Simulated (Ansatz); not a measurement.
# CH3InS: basis-set convergence

An exercise on one series of results from a longer session: the logs are not shown, and one member is left open.

Program: Ansatz 0.2.0, Gaussian basis. Level of theory: one geometry, several basis sets. These are calculated values, not measurements.

Plan: PBE0-D4/def2-SVP; ωB97M-V/def2-SVP; PBE0-D4/def2-QZVPP; ωB97M-V/def2-QZVPP; the functionals' def2-TZVPP values are taken from earlier runs.

## Structure used throughout

An earlier PBE0-D4 in a triple-zeta def2 set relaxation fixed the geometry. In takes the def2 core potential; no spin-orbit term is included.

6 atoms, charge 0, spin multiplicity 1.

Atoms are counted from 1 here; the program's logs count them from 0.

Bond lengths: C1–S2 1.858 Å, C1–In3 2.099 Å, C1–H4 1.086 Å, C1–H5 1.086 Å, S2–In3 2.393 Å, In3–H6 1.669 Å. Angles: S2–C1–In3 74.1°, S2–C1–H4 114.5°, S2–C1–H5 114.5°, In3–C1–H4 117.9°, In3–C1–H5 117.9°, H4–C1–H5 112.6°, C1–S2–In3 57.6°, C1–In3–S2 48.3°, C1–In3–H6 177.0°, S2–In3–H6 134.7°.

The first run:

in.yaml reads:

```yaml
crystal:
  periodic: [false, false, false]
  atoms:
    - {symbol: C, position_ang: [-0.227305, -0.729690, -0.493598]}
    - {symbol: S, position_ang: [-1.321046, 0.764429, -0.644271]}
    - {symbol: In, position_ang: [0.606334, 0.722606, 0.772629]}
    - {symbol: H, position_ang: [0.313506, -0.984970, -1.399891]}
    - {symbol: H, position_ang: [-0.702961, -1.591431, -0.035169]}
    - {symbol: H, position_ang: [1.331482, 1.819057, 1.800299]}
basis:
  gaussian: {orbitals: def2-SVP}
hamiltonian: {xc: pbe0, dispersion: d4}
output: {orbitals: {seedname: orbitals}}
```

On the command line:

```
$ ansatz run in.yaml --threads 2 --pin off --events-out ev --progress --plain --max-ram 4352MiB
```

Among the steps run: PBE0-D4 in def2-SVP; ωB97M-V in def2-SVP; PBE0-D4 in def2-QZVPP; ωB97M-V in def2-QZVPP.

One of the session's tables, all rows but one given; the rest of the session is left out.

It belongs to the step «Density functionals: the series». 

```
functional       basis  HOMO (eV)  LUMO (eV)
   PBE0-D4    def2-SVP      -6.09      -1.59
   PBE0-D4  def2-TZVPP          ?          ?
   PBE0-D4  def2-QZVPP      -6.16      -1.70
   ωB97M-V    def2-SVP      -8.04       0.02
   ωB97M-V  def2-TZVPP      -8.12      -0.18
   ωB97M-V  def2-QZVPP      -8.15      -0.25
```

Q: Estimate the row for PBE0-D4, def2-TZVPP from the others.

The run gave: HOMO (eV): -6.13; LUMO (eV): -1.67. In the column «HOMO (eV)» it lies between PBE0-D4, def2-QZVPP (-6.16) and PBE0-D4, def2-SVP (-6.09).
